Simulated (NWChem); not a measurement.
**CH5BClN (SMILES CNBCl): levels of theory compared**

Wanted: a comparison of 4 runs (HF/STO-3G, B3LYP/def2-SVP, B3LYP/6-31G*, PBE0/def2-SVP) of CH5BClN. 

Program for the calculation: NWChem 7.3.0.

4 further runs of the same task are left out: 1 that didn't finish, 3 set aside as unsound or not needed. Runs told in other sessions of the task aren't counted.

### 1 Starting point

The species is CH5BClN (9 atoms), meant as a singlet with charge 0. SMILES: `CNBCl`. One bond was lengthened or shortened from a relaxed shape.

Bond lengths: C1–N2 1.445 Å, N2–B3 1.588 Å, B3–Cl4 1.771 Å, C1–H5 1.094 Å, C1–H6 1.094 Å, C1–H7 1.090 Å, N2–H8 1.009 Å, B3–H9 1.192 Å. Some angles: C1–N2–B3 126.0°, N2–B3–Cl4 119.6°, C1–N2–H8 115.0°, B3–N2–H8 119.0°, N2–C1–H5 111.4°, N2–C1–H6 111.4°, N2–C1–H7 109.2°, N2–B3–H9 121.5°, Cl4–B3–H9 118.9°, H5–C1–H6 108.3°.

### 2 A single-point energy at HF/STO-3G (run 1)

ch5bcln.nw reads:

```
start ch5bcln
title "CH5BClN"
memory stack 880 mb heap 220 mb global 1100 mb

geometry units angstroms noautosym nocenter noautoz
  C        0.488085       0.510473      -1.177338
  N       -0.429915      -0.197627      -0.315638
  B       -0.261100      -0.415200       1.248200
  Cl      -1.495300      -1.314500       2.144800
  H        0.884985      -0.142027      -1.960438
  H        0.005885       1.367273      -1.656738
  H        1.324685       0.878273      -0.583938
  H       -1.242515      -0.577127      -0.777838
  H        0.681600       0.014200       1.838200
end

basis spherical bse
  C library STO-3G
  N library STO-3G
  B library STO-3G
  Cl library STO-3G
  H library STO-3G
end

scf
  singlet
  rhf
  thresh 1e-08
  maxiter 80
end

task scf
```

Command:

```console
$ nwchem ch5bcln.nw > ch5bcln.out
```

Log:

```text
[...]
  functions       =    29
[...]
  wavefunction    = RHF
[...]
         Total SCF energy =   -573.067412193378
      One-electron energy =  -1057.681670141377
      Two-electron energy =    350.011792294160
 Nuclear repulsion energy =    134.602465653840
        Time for solution =      1.5s
[...]
```

Run time: 2.2 s. Hardware: 1 thread of Intel Xeon 6975P-C (Granite Rapids), shared host; peak memory 0.094 GiB.

### 3 A single-point energy at B3LYP/def2-SVP (run 2)

job.xyz reads:

```xyz
9

C      0.488085     0.510473    -1.177338
N     -0.429915    -0.197627    -0.315638
B     -0.261100    -0.415200     1.248200
Cl    -1.495300    -1.314500     2.144800
H      0.884985    -0.142027    -1.960438
H      0.005885     1.367273    -1.656738
H      1.324685     0.878273    -0.583938
H     -1.242515    -0.577127    -0.777838
H      0.681600     0.014200     1.838200
```

job.nw reads:

```
start job
memory 2200 mb

geometry noautosym nocenter noautoz
   load job.xyz
end

basis spherical bse
   * library def2-SVP
end

dft
   xc b3lyp
   grid xfine
   convergence energy 1e-08
   iterations 100
   mulliken
   print low
end

task dft energy
```

Command:

```console
$ nwchem job.nw > job.out
```

Log:

```text
[...]
 d= 0,ls=0.0,diis     1   -580.7053259013 -7.15D+02  1.09D-02  4.16D-01     2.8
[...]
 d= 0,ls=0.0,diis    10   -580.7622349243 -2.89D-09  3.86D-07  3.57D-09    23.2
         Total DFT energy =     -580.762234924310
      One electron energy =    -1064.330366897604
           Coulomb energy =      395.456784439434
    Exchange-Corr. energy =      -46.491118119980
 Nuclear repulsion energy =      134.602465653840
[...]
      Total Density - Mulliken Population Analysis
     ---------------------------------------------
    Atom       Charge   Shell Charges
 -----------   ------   -------------------------------------------------------
    1 C    6     5.88   1.98  0.90  0.08  2.11  0.76  0.04
    2 N    7     7.25   1.99  0.99  0.44  2.44  1.38  0.01
    3 B    5     4.91   1.99  0.81  0.12  1.46  0.44  0.09
    4 Cl  17    17.10   2.00  1.98  1.27  0.66  5.93  2.18  3.06  0.02
    5 H    1     0.99   0.75  0.21  0.02
    6 H    1     0.99   0.75  0.21  0.02
    7 H    1     0.98   0.75  0.21  0.02
    8 H    1     0.88   0.73  0.10  0.04
    9 H    1     1.03   0.75  0.27  0.01
[...]
```

It took 24 s on 1 thread of Intel Xeon 6975P-C (Granite Rapids), shared host; peak memory 0.14 GiB.

Run 3 isn't shown in full; the table further down has it.

### 4 A single-point energy at PBE0/def2-SVP (run 4)

run.py reads:

```python
from ase import Atoms
from ase.calculators.nwchem import NWChem

molecule = Atoms('CNBClHHHHH', positions=[
    [0.488085, 0.510473, -1.177338],
    [-0.429915, -0.197627, -0.315638],
    [-0.261100, -0.415200, 1.248200],
    [-1.495300, -1.314500, 2.144800],
    [0.884985, -0.142027, -1.960438],
    [0.005885, 1.367273, -1.656738],
    [1.324685, 0.878273, -0.583938],
    [-1.242515, -0.577127, -0.777838],
    [0.681600, 0.014200, 1.838200],
])

calc = NWChem(
    label='ch5bcln',
    theory='dft',
    memory='2200 mb',
    basis='def2-SVP',
    basispar='spherical bse',
    dft={'xc': 'pbe0', 'mult': '1', 'grid': 'xfine', 'convergence': 'energy 1e-08', 'iterations': '100', 'mulliken': None},
    task='energy',
)
molecule.calc = calc

print(f"energy = {molecule.get_potential_energy():.6f} eV")
print("dipole (e A):", molecule.get_dipole_moment().round(4))
```

Command:

```console
$ export ASE_NWCHEM_COMMAND="nwchem PREFIX.nwi > PREFIX.nwo"
$ python run.py
```

Log:

```text
energy = -15794.628403 eV
dipole (e A): [ 0.0925  0.1357 -0.4053]
```

The calculator wrote ch5bcln.nwi:

```
title "ch5bcln"

permanent_dir ch5bcln

scratch_dir ch5bcln

start ch5bcln

geometry units angstrom nocenter noautosym noautoz
  C  4.8808499999999999e-01 5.1047299999999995e-01 -1.1773380000000000e+00
  N  -4.2991499999999999e-01 -1.9762700000000000e-01 -3.1563799999999997e-01
  B  -2.6110000000000000e-01 -4.1520000000000001e-01 1.2482000000000000e+00
  Cl -1.4953000000000001e+00 -1.3145000000000000e+00 2.1448000000000000e+00
  H  8.8498500000000002e-01 -1.4202699999999999e-01 -1.9604379999999999e+00
  H  5.8849999999999996e-03 1.3672730000000000e+00 -1.6567380000000000e+00
  H  1.3246849999999999e+00 8.7827299999999997e-01 -5.8393799999999996e-01
  H  -1.2425150000000000e+00 -5.7712699999999995e-01 -7.7783800000000003e-01
  H  6.8159999999999998e-01 1.4200000000000001e-02 1.8382000000000001e+00
end

memory 2200 mb

basis spherical bse noprint
   * library def2-SVP
end

dft
  xc pbe0
  mult 1
  grid xfine
  convergence energy 1e-08
  iterations 100
  mulliken
end

task dft energy
```

ch5bcln.nwo:

```text
Northwest Computational Chemistry Package (NWChem) 7.3.0
             --------------------------------------------------------

           Job information
           ---------------

    nwchem branch   = 7.3.0
    use scalapack   = T
    input           = ch5bcln.nwi
    prefix          = ch5bcln.
    data base       = ch5bcln/ch5bcln.db
    status          = startup
    nproc           =        1

           Memory information
           ------------------

    heap     =     72089600 doubles =      550.0 Mbytes
    stack    =     72089597 doubles =      550.0 Mbytes
    global   =    144179200 doubles =     1100.0 Mbytes (distinct from heap & stack)
    total    =    288358397 doubles =     2200.0 Mbytes
    verify   = yes
    hardfail = no

[... 107 lines left out ...]
  convergence criterion.
[... 18 lines left out ...]
          Convergence on density requested:  1.00D-05
[... 26 lines left out ...]
          Convergence Information
[... 61 lines left out ...]
   convergence    iter        energy       DeltaE   RMS-Dens  Diis-err    time
[... 17 lines left out ...]
           Coulomb energy =      395.347566306961
[... 7 lines left out ...]
                       DFT Final Molecular Orbital Analysis
[... 624 lines left out ...]
 center of mass
 --------------
 x =  -1.31654494 y =  -1.11946931 z =   1.64460178

 moments of inertia (a.u.)
 ------------------
         680.968129245163        -157.504856244750         265.456210053142
        -157.504856244750         715.251190560401         260.564052431015
         265.456210053142         260.564052431015         334.133765464641

     Multipole analysis of the density
     ---------------------------------

     L   x y z        total         alpha         beta         nuclear
     -   - - -        -----         -----         ----         -------
     0   0 0 0     -0.000000    -20.000000    -20.000000     40.000000

     1   1 0 0      0.174856     23.852485     23.852485    -47.530114
[... 8 lines of this table left out ...]
     2   0 0 2    -24.515578   -201.381513   -201.381513    378.247448

 Task  times  cpu:       23.1s     wall:       23.1s
 Total times  cpu:       23.1s     wall:       23.1s
```

Wall time 24 s (1 thread of Intel Xeon 6975P-C (Granite Rapids), shared host); peak memory 0.14 GiB.

### 5 All runs side by side

```tsv
run	level	iteration cap	module	energy (Eh)	dipole moment (D)	HOMO energy (eV)	LUMO energy (eV)	wall time
1	HF/STO-3G	80	scf	-573.067412	2.53	-8.62	6.91	2.2 s
2	B3LYP/def2-SVP	100	dft	-580.762235	–	–	–	24 s
3	B3LYP/6-31G* (spherical functions)	100	dft	-580.970837	2.31	-6.75	-0.31	22 s
4	PBE0/def2-SVP	100	dft	-580.441893	2.10	-7.09	-0.22	24 s
```

### 6 Outcome

| quantity | value |
| --- | --- |
| run 4: total energy | -580.44189 Eh |
| run 4: dipole moment | 2.10 D |
| run 4: HOMO energy | -7.09 eV |
| run 4: LUMO energy | -0.22 eV |
| run 4: HOMO–LUMO gap | 6.87 eV |

Over runs 1, 3, 4 the dipole moment (its size) runs from 2.10 D (PBE0/def2-SVP) to 2.53 D (HF/STO-3G). The two ends differ in method and basis. Over runs 1, 3, 4 the HOMO–LUMO gap runs from 6.45 eV (B3LYP/6-31G*) to 15.53 eV (HF/STO-3G). Totals of different functionals can't be ranked against each other. In run 1 the basis is minimal, so the values are rough. All runs together took 73 s, the longest 24 s.
